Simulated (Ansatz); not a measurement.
# Cu: a trigonal deformation path

The task here is to estimate one member of a computed series from the others.

Method: DFT r2SCAN, scalar-relativistic, plane waves, PAW, in Ansatz 0.2.0.

## The starting structure

The structure is cubic, space group Fm-3m (No. 225). The conventional cell has a = 3.615 Å, b = 3.615 Å, c = 3.615 Å, α = 90.00°, β = 90.00°, γ = 90.00°. Cu (site symmetry m-3m) is surrounded by 12 Cu at 2.56 Å.

As a file:

```
CELL_PARAMETERS angstrom
0.00000 1.80750 1.80750
1.80750 0.00000 1.80750
1.80750 1.80750 0.00000
ATOMIC_POSITIONS crystal
Cu 0.00000 0.00000 0.00000
```

No relaxation comes first: the listed cell is the starting point.

## The reference cell

Reference values: F = -6631.2345 eV; pressure -4.78 GPa; largest force 0.000 eV/Å; gap on the mesh none (metal). It was computed beforehand with the settings of the runs below.

The first run:

At fixed volume and fractional coordinates, lengths along (0.577, 0.577, 0.577) are scaled against those across it; ρ is that ratio over its starting value.

File input.yaml:

```yaml
crystal:
  lattice:
    - [-0.7591024326, 1.5182048651, 1.5182048651]
    - [1.5182048651, -0.7591024326, 1.5182048651]
    - [1.5182048651, 1.5182048651, -0.7591024326]
  atoms:
    - { symbol: Cu, position: [0.0, 0.0, 0.0] }
basis:
  ecutwfc: 500
kpoints:
  mp_grid: { grid: [24, 24, 24] }
hamiltonian:
  xc: r2scan
scf:
  occupations: { method: gaussian, width: 0.15 }
output:
  forces: true
  stress: true
  eigenvalues: true
```

The run is started by

```bash
> ansatz run input.yaml --threads 1 --pin off --max-ram 2560MiB --backend cpu --events-out ev --progress --plain --runs-dir out
```

Steps of the session up to this table: ρ = 0.500; Point ρ = 2.000; Point ρ = 0.710; ρ = 1.410; At ρ = 0.600; ρ = 0.850; Point ρ = 1.200; ρ = 1.700; At ρ = 0.930; ρ = 1.080.

One table of the session follows, with a row left open; its other results are not shown here.

```
    ρ  ΔE (meV/atom)  pressure (GPa)
0.500          579.8            18.8
0.600          499.2            15.5
0.710          308.9             7.8
0.850           88.8            -1.1
0.930           21.1            -4.0
1.000            0.0            -4.8
1.080           25.7            -3.8
1.200              ?               ?
1.410          512.4            20.1
1.700         1208.3            57.3
2.000         2235.7           104.2
```

Estimate the missing values for ρ = 1.200.

Worked estimate for «ΔE (meV/atom)». A straight line through the neighbours (1.080, 25.7) and (1.410, 512.4) gives 25.7 + (512.4 − 25.7) × (1.200 − 1.080) / (1.410 − 1.080) = 202.7; a parabola fitted to 4 rows on both sides gives 169.3.

**Answer.** ΔE (meV/atom): 141.4; pressure (GPa): 1.5. In «ΔE (meV/atom)» the line misses by +61.3 and the parabola by +27.9.
